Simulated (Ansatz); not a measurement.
# GeF+ (triplet): the correlation ladder, cc-pVDZ

An exercise on one series of results from a longer session: the logs are not shown, and one member is left open.

Program: Ansatz 0.2.0, Gaussian basis. Level of theory: cc-pVDZ, core rule «outside noble gas», up to 15 orbitals frozen. These are calculated values, not measurements.

To be run: UHF; CCSD(T) on ROHF; CCSD(T) on UHF; BCCD(T) on ROHF; CISD; CCSDT(Q) on ROHF; CCSDT(Q) on UHF.

19 further runs of the same task are left out: 6 for a known fault of the program, 7 that didn't finish, 6 set aside as unsound or not needed.

**What is computed**

The geometry is a PBE0/def2-TZVP stationary point (not a proven minimum) of the parent state, kept for this charge and spin. No spin-orbit coupling is included. The filled d shell of Ge may be among the frozen orbitals whatever the setting's name suggests; the logs give the count.

2 atoms, charge 1, spin multiplicity 3.

Atoms are counted from 1 here; the program's logs count them from 0.

Bond lengths: Ge1–F2 1.762 Å.

Geometry (Å):

```
Ge    0.0000    0.0000    0.0000
F     0.0000    0.0000    1.7625
```

Set-up of the first run:

The input, in.yaml:

```yaml
crystal:
  periodic: [false, false, false]
  atoms:
    - {symbol: Ge, position_ang: [0.000000, 0.000000, 0.000000]}
    - {symbol: F, position_ang: [0.000000, 0.000000, 1.762500]}
basis:
  gaussian: {orbitals: cc-pVDZ}
total_charge: 1
magnetization: {spin_polarized: true, initial_magnetization: 2}
hamiltonian: {xc: hf}
output: {orbitals: {seedname: orbitals}}
```

Started as:

```bash
> ansatz run in.yaml --threads 1 --pin off --events-out ev --progress --plain --max-ram 2393MiB
```

Among the steps run: UHF; CCSD(T) on ROHF; CCSD(T) on UHF; BCCD(T) on ROHF; CISD; CCSDT(Q) on ROHF; CCSDT(Q) on UHF.

One table of the session follows, with a row left open; its other results are not shown here.

It belongs to the step «Misses and costs». 

| method | from RCCSDT(Q) (meV) |
| --- | --- |
| ROHF | +6709.7 |
| UHF | +6520.1 |
| RMP2 | +383.5 |
| UMP2 | +484.7 |
| RCCSD | +215.7 |
| UCCSD | +180.8 |
| RCCSD(T) | +35.8 |
| UCCSD(T) | +28.0 |
| BCCD(T) | +38.3 |
| RCCSDT | +14.9 |
| UCCSDT | +0.2 |
| RCCSDT(Q) | 0 |
| UCCSDT(Q) | ? |

Estimate the missing values for UCCSDT(Q).

The run gave: from RCCSDT(Q) (meV): -22.2. In the column «from RCCSDT(Q) (meV)» it is the lowest.

Not comparable, so not listed: CISD (they don't share determinant, frozen orbitals or solution with the rows shown, or repeat one).

Limits of these values: Restricted and unrestricted rows rest on different reference determinants; where their highest levels disagree by more than a few hundredths of an eV, they describe different states and don't form one ladder.
